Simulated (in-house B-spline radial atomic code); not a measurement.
# Ca¹⁷⁺: ionisation energy by several methods

The task here is to estimate one member of a computed series from the others.

Program: in-house B-spline radial atomic code version 1. Level of theory: scalar-relativistic (X2C), several functionals, spin-polarised; spherical all-electron atom at the radial basis limit. These are calculated values, not measurements, unless marked.

### The atom as given

```
element       : calcium (Z = 20)
charge        : +17
electrons     : 3
configuration : [He] 2s1
nucleus       : Fermi, rms radius 3.478 fm
```

Outer shells as boxes (Hund's rule):

[He] 2s1
```
[He] core
2s [↑ ]
```

Where spins are not typed, each open shell is filled with up spins first.

The first run:

Input settings:

```ini
Z = 20
electrons = 3.0
configuration = [He] 2s1
hamiltonian = x2c
method = lc_wpbe
spin_polarised = True
nucleus = fermi
rms_radius = 3.4776
mass_number = 40
atomic_mass = 39.96259085
speed_of_light = 137.035999084
```

Among the steps run: LC-ωPBE, a range-separated hybrid; r2SCAN0, a global hybrid; ωB97X, a range-separated hybrid; HSE06, a range-separated hybrid; AM05, a GGA; TPSSh, a global hybrid; BLYP, a GGA.

One table of the session follows, with a row left open; its other results are not shown here.

```
 method  ΔSCF (eV)
   AM05    1156.23
   BLYP    1160.12
r2SCAN0    1157.40
  TPSSh    1159.16
LC-ωPBE    1159.66
  ωB97X    1154.83
  HSE06          ?
```

**Question.** Estimate the row for HSE06.

**Answer.** ΔSCF (eV): 1159.25. In the column «ΔSCF (eV)» it lies between TPSSh (1159.16) and LC-ωPBE (1159.66).
